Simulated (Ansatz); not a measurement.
# TiRh: how the settings move a relaxation

How sensitive is a relaxation of TiRh to its settings? A reference run comes first, then one run with altered input.

Program: Ansatz 0.2.0. Level of theory: reference: DFT, LDA, PAW with Ansatz's default frozen-core files, scalar-relativistic. These are calculated values, not measurements.

## (1) The structure to begin with

It takes space group Pm-3m (No. 221, cubic). The conventional cell has a = 3.115 Å, b = 3.115 Å, c = 3.115 Å, α = 90.00°, β = 90.00°, γ = 90.00°. Ti (site symmetry m-3m) is surrounded by 8 Rh at 2.70 Å. Around Rh (site symmetry m-3m) lie 8 Ti at 2.70 Å.

As a file:

```
CELL_PARAMETERS angstrom
3.11520 0.00000 0.00000
0.00000 3.11520 0.00000
0.00000 0.00000 3.11520
ATOMIC_POSITIONS crystal
Ti 0.50000 0.50000 0.50000
Rh 0.00000 0.00000 0.00000
```

## (2) Reference

input.yaml reads:

```yaml
crystal:
  lattice:
    - [3.115202, 0.0, 0.0]
    - [0.0, 3.115202, 0.0]
    - [0.0, 0.0, 3.115202]
  atoms:
    - { symbol: Ti, position: [0.5, 0.5, 0.5] }
    - { symbol: Rh, position: [0.0, 0.0, 0.0] }
kpoints:
  mp_grid: { grid: [13, 13, 13] }
scf:
  occupations: { method: fermi_dirac, width: 0.05 }
hamiltonian:
  xc: lda
  pseudopotentials: { kind: paw }
output:
  forces: true
  stress: true
relax:
  f_tol: 0.005
  max_steps: 50
  cell: {}
```

Run with:

```console
$ ansatz run input.yaml --threads 1 --pin off --max-ram 2048MiB --backend cpu --events-out ev --progress --plain --runs-dir out
```

## (3) Changing settings: mp_grid.grid [4, 4, 4], mixing.algorithm msr1, mixing.beta 0.1, mixing.ndim 8

input.yaml, as its differences from that of step 2:

```diff
@@ -9,5 +9,6 @@
 kpoints:
-  mp_grid: { grid: [13, 13, 13] }
+  mp_grid: { grid: [4, 4, 4] }
 scf:
   occupations: { method: fermi_dirac, width: 0.05 }
+  mixing: { algorithm: msr1, beta: 0.1, ndim: 8 }
 hamiltonian:
@@ -18,2 +19,6 @@
   stress: true
+  write_density: true
+  write_potential: true
+  elf: true
+  volumetric_format: npy
 relax:
```

What does the calculation give? Wanted: for each run, ending; energy change; pressure; gap; force.

The runs gave:

```tsv
run	ending	energy change	pressure (GPa)	gap (eV)	force (eV/Å)	cycles	time
reference	converged	0	0.0	0.00	0.00	39	16 s
1: mp_grid.grid [4, 4, 4], mixing.algorithm msr1, mixing.beta 0.1, mixing.ndim 8	converged	+34.7 meV/atom	0.0	0.00	0.00	39	3.6 s
```

Times don't compare one to one where runs were asked for different outputs or read a saved state (see the inputs); cycles may leave out searches for a lower state.

**Reading.** Changing the k-point mesh and mixing moves the energy by +34.7 meV/atom, and the final volume goes from 28.22 to 28.41 Å³. Mixing only sets the path, so the shift comes from the other change. The energy is not variational in the mesh, so the sign tells nothing. The other settings changed steer the path, not the converged energy, so the shift is the mesh's.
